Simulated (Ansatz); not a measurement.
**ScAgTe2 (I-III-VI2 or I-V-VI2 ordering on rocksalt lattice): maximally localised Wannier functions**

Aim: build maximally localised Wannier functions for ScAgTe2 (I-III-VI2 or I-V-VI2 ordering on rocksalt lattice) from several sets of trial orbitals, and check spreads and centres, and how well the models interpolate the bands. The runs, in order: PBE, anion s p, 6×6×6; PBE, anion s p, 4×4×4; PBE, anion p, 6×6×6; PBE, metal d and anion p, 6×6×6; PBE, metal d and anion p, disentangled, 6×6×6; PBE, metal d, 6×6×6; r2SCAN, anion s p, 6×6×6; r2SCAN, anion p, 6×6×6; r2SCAN, metal d, 6×6×6 (level, trial orbitals, Wannier mesh).

Method: plane waves, PAW, in Ansatz 0.2.0.

4 further runs of the same task are left out: 4 that didn't finish. Runs told in other sessions of the task aren't counted.

### Step 1. The structure to begin with

It takes space group R-3m (No. 166, trigonal). Conventional cell: a = 4.212 Å, b = 4.212 Å, c = 21.017 Å, α = 90.00°, β = 90.00°, γ = 120.00°. Ag (site symmetry -3m) is surrounded by 6 Te at 3.04 Å. Around Sc (site symmetry -3m) lie 6 Te at 2.95 Å. Te (site symmetry 3m) has 3 Sc at 2.95 Å and 3 Ag at 3.04 Å in its first shell of neighbours.

Coordinates:

```
CELL_PARAMETERS angstrom
2.10601 1.21590 7.00563
-2.10601 1.21590 7.00563
0.00000 -2.43181 7.00563
ATOMIC_POSITIONS crystal
Ag 0.00000 0.00000 0.00000
Sc 0.50000 0.50000 0.50000
Te 0.24654 0.24654 0.24654
Te 0.75346 0.75346 0.75346
```

The cell was relaxed beforehand with r2SCAN; those runs aren't shown. No run includes spin-orbit coupling, which matters for Te.

### Step 2. PBE, anion s p, 6×6×6

File input.yaml:

```yaml
crystal:
  lattice:
    - [2.1060068629, 1.2159036292, 7.0056316329]
    - [-2.1060068629, 1.2159036292, 7.0056316329]
    - [0.0, -2.4318072584, 7.0056316329]
  atoms:
    - { symbol: Ag, position: [1.0, 0.0, 0.0] }
    - { symbol: Sc, position: [0.5, 0.5, 0.5] }
    - { symbol: Te, position: [0.2465396917, 0.2465396917, 0.2465396917] }
    - { symbol: Te, position: [0.7534603083, 0.7534603083, 0.7534603083] }
kpoints:
  mp_grid: { grid: [6, 6, 6] }
  band_path:
    path:
      - [[0.0, 0.0, 0.0], [0.5, 0.5, 0.5], [0.8132510793653, 0.1867489206347, 0.5]]
      - [[0.5, -0.1867489206347, 0.1867489206347], [0.5, -1.334961627123e-17, -8.402860919264e-17], [0.0, 0.0, 0.0], [0.3433744603173, -0.3433744603173, -4.258813727839e-17]]
      - [[0.6566255396827, -2.669923254246e-17, 0.3433744603173], [0.5, -2.669923254246e-17, 0.5], [0.0, 0.0, 0.0]]
    npoints: 10
hamiltonian:
  xc: pbe
scf:
  occupations: { method: fixed }
  n_extra_bands: 6
output:
  forces: false
  stress: false
  eigenvalues: true
  wannier:
    kmesh: [6, 6, 6]
    projections: [{ species: Te, l: s, shell: 5 }, { species: Te, l: p, shell: 5 }]
    minimise: true
    write_hr: true
    conv_tol: 1.0e-08
    max_iter: 3000
```

Started as:

```sh
ansatz run input.yaml --threads 4 --pin off --max-ram 3686MiB --backend cpu --events-out ev --progress --plain --runs-dir out
```

Further steps of the session: PBE, anion s p, 4×4×4; PBE, anion p, 6×6×6; PBE, metal d and anion p, 6×6×6; PBE, metal d and anion p, disentangled, 6×6×6; PBE, metal d, 6×6×6; r2SCAN, anion s p, 6×6×6; r2SCAN, anion p, 6×6×6; r2SCAN, metal d, 6×6×6.

Before running them: what should the planned runs give, taken together? Wanted: total spread, PBE, anion s p, 6×6×6; total spread, PBE, anion s p, 4×4×4; total spread, PBE, anion p, 6×6×6; total spread, PBE, metal d and anion p, 6×6×6; total spread, PBE, metal d and anion p, disentangled, 6×6×6; total spread, PBE, metal d, 6×6×6; total spread, r2SCAN, anion s p, 6×6×6; total spread, r2SCAN, anion p, 6×6×6; total spread, r2SCAN, metal d, 6×6×6.

The runs gave:

| quantity | value |
| --- | --- |
| total spread, PBE, anion s p, 6×6×6 | 36.86 Å² over 8 functions |
| total spread, PBE, anion s p, 4×4×4 | 29.33 Å² over 8 functions |
| total spread, PBE, anion p, 6×6×6 | 36.42 Å² over 6 functions |
| total spread, PBE, metal d and anion p, 6×6×6 | 38.33 Å² over 16 functions |
| total spread, PBE, metal d and anion p, disentangled, 6×6×6 | 37.70 Å² over 16 functions |
| total spread, PBE, metal d, 6×6×6 | 32.75 Å² over 10 functions |
| total spread, r2SCAN, anion s p, 6×6×6 | 35.53 Å² over 8 functions |
| total spread, r2SCAN, anion p, 6×6×6 | 35.06 Å² over 6 functions |
| total spread, r2SCAN, metal d, 6×6×6 | 32.08 Å² over 10 functions |
| centres of the first set | 0.58 to 0.60 Å from the nearest atom |

With PBE, anion s p, 6×6×6 the 8 functions move off the atoms, with a mean spread of 4.61 Å²; 91 % of the total is gauge invariant. The total spread goes from 29.33 Å² on 4×4×4 to 36.86 Å² on 6×6×6: finite differences in k understate it on coarse meshes, while the largest miss of a band goes from 0.37 to 0.29 eV. On one set and mesh the functional gives 36.86 (PBE), 35.53 (r2SCAN) Å². The disentangled models miss some band by up to 0.4 eV, which may lie outside their frozen windows.
